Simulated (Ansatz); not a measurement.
Predict the output of the script below (the Python package of Ansatz (0.2.0)).

`phonons_al2au.py`
```python
'''Phonons of Al2Au by finite displacements.'''

from pathlib import Path
import warnings

import ansatz as az
import numpy as np

warnings.simplefilter('ignore', az.DeckWarning)

lattice = az.Lattice.of(
    (0.0, 3.0, 3.0),
    (3.0, 0.0, 3.0),
    (3.0, 3.0, 0.0),
)
sites = [
    ('Al', (0.25, 0.25, 0.25)),
    ('Al', (0.75, 0.75, 0.75)),
    ('Au', (0.0, 0.0, 0.0)),
]
al2au = az.Crystal(lattice=lattice)
for symbol, position in sites:
    al2au = al2au.atom(symbol, position)

# the cell itself: zone-centre modes alone
calc = (
    al2au.calculation()
    .functional('LDA')
    .basis(470)
    .occupations('Fermi-Dirac')
    .scf(tolerance=1e-07)
    .kpoints(8, 8, 8)
    .phonons('fd', supercell=1)
)
result = calc.run(threads=1, runs_dir='phonon_runs')
folder = Path(result.output_folder) / 'results'
ph = result.phonons

print('modes at Gamma (1/cm):', np.round(ph.gamma_omega_inv_cm, 1) + 0.0)
print(f'{ph.n_members} displaced supercells, sum-rule residual {ph.asr_residual_pre_ev_ang2:.1e} eV/A^2')
optical = np.sort(ph.gamma_omega_inv_cm)
print('imaginary modes at Gamma:', int((optical < -10).sum()), '- highest mode', round(float(optical[-1]), 1), '1/cm')
```

Output of `python phonons_al2au.py`:
```text
modes at Gamma (1/cm): [  0.    0.    0.  222.5 222.5 222.5 256.9 256.9 256.9]
3 displaced supercells, sum-rule residual 2.2e-04 eV/A^2
imaginary modes at Gamma: 0 - highest mode 256.9 1/cm
```

Caveats:
- The cell isn't relaxed first, so the values belong to this volume.
- The mesh is modest for a metal, so energies can be off by several to tens of meV an atom and pressures by half a GPa or more; differences at equal mesh fare better.
- Spin-orbit coupling, which matters for elements this heavy, is left out.
- The starting cell is as deposited in a crystallographic database; the results hold for this polymorph, which needn't be the stable one.
- The structure is taken as given and the supercell is small; imaginary modes can come from an unrelaxed or unstable start. Phonons of metals also depend on mesh and smearing.
- Wall time of the script: 12 s on 1 thread of Intel(R) Xeon(R) 6975P-C (Granite Rapids), on a shared host, peak memory 0.49 GiB.

(Lines on the test bed's own set-up are left out of the output.)
